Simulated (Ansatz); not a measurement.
# GaAsH4 + H2: a complex and its separated parts

The complex below is one end of an elementary step. How strongly is it bound against its free parts?

Computed with Ansatz 0.2.0, Gaussian basis. Level: PBE0-D4/def2-TZVP structures, single points in def2-TZVPP, no counterpoise correction.

Levels: SPW92, PBE-D4, BLYP-D4, r2SCAN-D4, B97M-V, PBE0-D4, B3LYP-D4, r2SCAN0-D4, BHLYP-D4, CAM-B3LYP-D4, wB97X-V, wB97M-V, B2PLYP, PBE-QIDH, RPA on PBE, Hartree-Fock, MP2, CCSD, CCSD(T).

Correlated methods freeze the cores. Filled d shells of the heavier atoms are correlated. B3LYP uses VWN-RPA correlation. B2PLYP carries no dispersion term here.

21 further runs of the same task are left out: 21 set aside as unsound or not needed.

**1. The starting structure**

The complex: 8 atoms, charge 0, spin multiplicity 1.

Atoms are counted from 1 here; the program's logs count them from 0.

Bond lengths: Ga1–H3 1.570 Å, Ga1–H4 1.570 Å, Ga1–As6 2.426 Å, H2–H5 0.753 Å, As6–H7 1.521 Å, As6–H8 1.521 Å. Angles: H3–Ga1–H4 121.2°, H3–Ga1–As6 119.4°, H4–Ga1–As6 119.4°, Ga1–As6–H7 92.1°, Ga1–As6–H8 92.1°, H7–As6–H8 93.3°.

Geometry (Å):

```xyz
8

Ga   -0.7446   -0.2118   -0.0077
H     0.1087   -1.0475   -2.1278
H    -1.0514   -1.7195    0.3022
H    -1.7059    0.6454   -0.9048
H     0.7415   -0.7454   -1.8527
As    1.2252    0.8242    0.9579
H     0.4530    2.0824    1.3242
H     0.9736    0.1721    2.3087
```

Its parts: GaAsH4 holds atoms 1, 3, 4, 6, 7, 8; H2 holds atoms 2, 5. Each part counts its atoms afresh in its own runs.

**2. Relaxing GaAsH4 alone**

The input, relax-a/in.yaml:

```yaml
crystal:
  periodic: [false, false, false]
  atoms:
    - {symbol: Ga, position_ang: [-0.744624, -0.211779, -0.007717]}
    - {symbol: H, position_ang: [-1.051375, -1.719491, 0.302185]}
    - {symbol: H, position_ang: [-1.705852, 0.645379, -0.904795]}
    - {symbol: As, position_ang: [1.225172, 0.824217, 0.957867]}
    - {symbol: H, position_ang: [0.452995, 2.082359, 1.324166]}
    - {symbol: H, position_ang: [0.973601, 0.172051, 2.308722]}
basis:
  gaussian: {orbitals: def2-TZVP}
hamiltonian: {xc: pbe0, dispersion: d4}
relax: {f_tol: 0.005, max_steps: 200}
```

No record of the launch command was kept for these runs.

Further steps of the session: Relaxing H2 alone; wB97M-V/def2-TZVPP; CCSD(T)/def2-TZVPP; Vibrations of GaAsH4; Vibrations of H2.

**Question.** What will these runs give? Wanted: complex less parts, CCSD(T)/def2-TZVPP; with zero-point energy; largest T1 diagnostic.

The runs gave:

| quantity | value |
| --- | --- |
| complex less parts, CCSD(T)/def2-TZVPP | -6.6 kJ/mol |
| with zero-point energy | +0.6 kJ/mol |
| largest T1 diagnostic | 0.012 |

In words: At CCSD(T) the complex lies 6.6 kJ/mol below its parts. BHLYP-D4 is the best functional here (0.0 kJ/mol from CCSD(T)); SPW92 is the worst (-14.7 kJ/mol). By rung, the mean size of the error is: LDA 14.7, GGA 2.3, meta-GGA 0.9, hybrid 1.4, range-separated hybrid 0.7, double hybrid 2.1 kJ/mol. PBE-D4 gives a relative energy 2.8 kJ/mol too low, an error of 43 % of the reference. The complex's frequency run has imaginary modes: the structure is no minimum, so both the energy and the zero-point correction are in doubt. No counterpoise was applied, and triple zeta lacks some correlation, so the CCSD(T) reference has a basis error of its own, and close matches with it are partly luck.
